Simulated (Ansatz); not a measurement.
# GaNH3+ (singlet): the correlation ladder, cc-pVTZ

The task here is to estimate one member of a computed series from the others.

Method: cc-pVTZ, core rule «outside noble gas», up to 15 orbitals frozen; program: Ansatz 0.2.0, Gaussian basis.

The runs, in order: UHF; CCSD(T) on RHF; BCCD(T) on RHF; CCSDT(Q) on RHF.

8 further runs of the same task are left out: 4 for a known fault of the program, 4 set aside as unsound or not needed.

## The system

The geometry is a PBE0/def2-TZVP stationary point (not a proven minimum) of the parent state, kept for this charge and spin. No spin-orbit coupling is included. The filled d shell of Ga may be among the frozen orbitals whatever the setting's name suggests; the logs give the count.

5 atoms, charge 1, spin multiplicity 1.

Atoms are counted from 1 here; the program's logs count them from 0.

Bond lengths: N1–Ga2 1.826 Å, N1–H3 1.008 Å, N1–H4 1.006 Å, Ga2–H5 1.594 Å. Angles: Ga2–N1–H3 123.9°, Ga2–N1–H4 124.2°, H3–N1–H4 111.9°, N1–Ga2–H5 116.9°.

The first run:

Input file in.yaml:

```yaml
crystal:
  periodic: [false, false, false]
  atoms:
    - {symbol: N, position_ang: [0.000000, -0.077978, 1.481722]}
    - {symbol: Ga, position_ang: [0.000000, 0.038326, -0.340129]}
    - {symbol: H, position_ang: [0.000000, -0.949104, 1.989085]}
    - {symbol: H, position_ang: [0.000000, 0.715757, 2.099370]}
    - {symbol: H, position_ang: [0.000000, -1.334192, -1.151029]}
basis:
  gaussian: {orbitals: cc-pVTZ}
total_charge: 1
magnetization: {spin_polarized: true, initial_magnetization: 0}
hamiltonian: {xc: hf}
output: {orbitals: {seedname: orbitals}}
```

Run with:

```
$ ansatz run in.yaml --threads 1 --pin off --events-out ev --progress --plain --max-ram 4096MiB --backend cpu
```

Steps of the session up to this table: UHF; CCSD(T) on RHF; BCCD(T) on RHF; CCSDT(Q) on RHF.

One table of the session follows, with a row left open; its other results are not shown here.

| method | from RCCSDT(Q) (kcal/mol) |
| --- | --- |
| RHF | +193.22 |
| RMP2 | +18.15 |
| RCCSD | +7.70 |
| RCCSD(T) | +0.70 |
| BCCD(T) | +0.68 |
| RCCSDT | ? |
| RCCSDT(Q) | 0 |

**Question.** Estimate the row for RCCSDT.

The run gave: from RCCSDT(Q) (kcal/mol): +0.45. In the column «from RCCSDT(Q) (kcal/mol)» it lies between RCCSDT(Q) (0) and BCCD(T) (+0.68).
